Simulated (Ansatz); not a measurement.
What does this script print? It uses the Python package of Ansatz (0.2.0).

`bend_ash5osi.py`:
```python
import ansatz as az
from ase import Atoms

params = {
    "basis_set": "def2-SVP",
    "functional": "B3LYP",
    "vdw": "d4",
    "fmax": 0.02,
}


def main() -> None:
    atoms = Atoms(["O", "Si", "As", "H", "H", "H", "H", "H"], positions=[
        (-1.8044, 0.1571, -0.2907),
        (-0.174, 0.5005, -0.1525),
        (0.7257, -1.0262, 1.3101),
        (-2.0975, 0.8964, -0.9476),
        (0.4759, 0.3584, -1.4841),
        (0.0419, 1.8817, 0.358),
        (2.2376, -0.6577, 0.8802),
        (0.687, -2.1673, 0.2708),
    ])

    first = (
        az.Crystal.molecule_from_ase(atoms).calculation()
        .basis(gaussian=params["basis_set"])
        .functional(params["functional"], dispersion=params["vdw"])
        .relax(force_tolerance=params["fmax"], max_steps=80)
    )
    atoms.positions = first.run().report["positions_ang"]

    rows = []
    for angle in [90, 100, 110, 120, 135, 150, 165, 179]:
        bent = atoms.copy()
        bent.set_angle(1, 0, 3, angle, indices=[3])
        model = (
            az.Crystal.molecule_from_ase(bent).calculation()
            .basis(gaussian=params["basis_set"])
            .functional(params["functional"], dispersion=params["vdw"])
        )
        rows.append((angle, model.run().report["free_energy_ev"]))
    floor = min(e for _, e in rows)
    for angle, e in rows:
        print(f"angle Si1-O0-H3 = {angle:3d} deg   {1000 * (e - floor):9.1f} meV")


if __name__ == "__main__":
    main()
```

```console
$ python bend_ash5osi.py
angle Si1-O0-H3 =  90 deg       325.5 meV
angle Si1-O0-H3 = 100 deg       115.3 meV
angle Si1-O0-H3 = 110 deg        16.4 meV
angle Si1-O0-H3 = 120 deg         0.0 meV
angle Si1-O0-H3 = 135 deg        75.4 meV
angle Si1-O0-H3 = 150 deg       203.9 meV
angle Si1-O0-H3 = 165 deg       319.4 meV
angle Si1-O0-H3 = 179 deg       371.9 meV
```

What to keep in mind:
- The scan is rigid, and the energies are electronic, in a modest basis. The zero is the lowest point of the grid, which needn't be the minimum.
- b3lyp holds the VWN-RPA fit, as in Gaussian; the form of ORCA and Turbomole is b3lyp5.
- It ran for 96 s on 1 thread of Arm Neoverse N1, with other jobs on the host, peak memory 0.25 GiB.
